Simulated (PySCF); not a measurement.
# From one method to the next for ZnTe

What do other methods print for ZnTe?

Program: PySCF 2.14.0. Level of theory: method and basis as typed in the scripts. These are calculated values, not measurements.

3 further runs of the same task are left out: 1 for a known fault of the program, 2 that didn't finish.

### 1 Starting geometry

ZnTe: 2 atoms, charge 0, spin multiplicity 1.

Bond lengths: Zn1–Te2 2.217 Å.

### 2 Base script

File input.py:

```python
from pyscf import gto, scf, mcscf

mol = gto.M(
    atom='Zn 0 0 0; Te 0 0 2.217',
    basis='def2-svp',
    ecp={'Te': 'def2-svp'},
    charge=0,
    spin=0,
    verbose=4,
)
mf = scf.RHF(mol)
mf.kernel()
mc = mcscf.CASCI(mf, 5, 4)
mc.kernel()
mc.analyze()
mf.dip_moment()
print('orbital energies (hartree):', mf.mo_energy[..., max(0, mol.nelec[1]-3):mol.nelec[0]+3].round(4))
```

Run with:

```console
> OMP_NUM_THREADS=1 python input.py
```

### 3 TDA

Run 1 changes step after the SCF: casci → tda; number of roots: none → 8.

input.py, as its differences from that of step 2:

```diff
@@ -1,2 +1,2 @@
-from pyscf import gto, scf, mcscf
+from pyscf import gto, scf, tdscf
 
@@ -12,5 +12,6 @@
 mf.kernel()
-mc = mcscf.CASCI(mf, 5, 4)
-mc.kernel()
-mc.analyze()
+td = tdscf.TDA(mf)
+td.nstates = 8
+td.kernel()
+td.analyze(verbose=3)
 mf.dip_moment()
```

### 4 Stability test

Run 2 changes step after the SCF: casci → stability.

input.py, as its differences from that of step 2:

```diff
@@ -1,2 +1,2 @@
-from pyscf import gto, scf, mcscf
+from pyscf import gto, scf
 
@@ -12,5 +12,3 @@
 mf.kernel()
-mc = mcscf.CASCI(mf, 5, 4)
-mc.kernel()
-mc.analyze()
+mf.stability(internal=True, external=True)
 mf.dip_moment()
```

### 5 Active space 4 electrons in 7 orbitals

Run 3 changes active space: 4 electrons in 5 orbitals → 4 electrons in 7 orbitals.

input.py, as its differences from that of step 2:

```diff
@@ -12,3 +12,3 @@
 mf.kernel()
-mc = mcscf.CASCI(mf, 5, 4)
+mc = mcscf.CASCI(mf, 7, 4)
 mc.kernel()
```

### 6 ROHF

Run 4 changes SCF type: RHF → ROHF.

input.py, as its differences from that of step 2:

```diff
@@ -10,3 +10,3 @@
 )
-mf = scf.RHF(mol)
+mf = scf.ROHF(mol)
 mf.kernel()
```

### 7 TDHF

Run 5 changes step after the SCF: casci → tddft; number of roots: none → 6.

input.py, as its differences from that of step 2:

```diff
@@ -1,2 +1,2 @@
-from pyscf import gto, scf, mcscf
+from pyscf import gto, scf, tdscf
 
@@ -12,5 +12,6 @@
 mf.kernel()
-mc = mcscf.CASCI(mf, 5, 4)
-mc.kernel()
-mc.analyze()
+td = tdscf.TDHF(mf)
+td.nstates = 6
+td.kernel()
+td.analyze(verbose=3)
 mf.dip_moment()
```

Q: Predict the outcome of this session. Wanted: for each run, E(SCF); from base; gap; SCF dipole; after the SCF.

The runs gave:

| run | E(SCF) (hartree) | from base (eV) | cycles | gap (eV) | SCF dipole (D) | after the SCF |
| --- | --- | --- | --- | --- | --- | --- |
| base | -2044.531666 | 0 | 12 | 6.69 | 6.64 | CASCI correlation -0.060 eV |
| TDA | -2044.531666 | 0.0000 | 12 | 6.69 | 6.64 | lowest root found 1.28 eV |
| stability test | -2044.531666 | 0.0000 | 12 | 6.69 | 6.64 | stable |
| active space 4 electrons in 7 orbitals | -2044.531666 | 0.0000 | 12 | 6.69 | 6.64 | CASCI correlation -0.217 eV |
| ROHF | -2044.531666 | 0.0000 | 12 | n/a | 6.64 | CASCI correlation -0.060 eV |
| TDHF | -2044.531666 | 0.0000 | 12 | 6.69 | 6.64 | lowest root found 1.21 eV |

In words: No change of the SCF energy comes from ROHF. The dearest run is “TDHF”, at 7.8 s against 1.5 s.
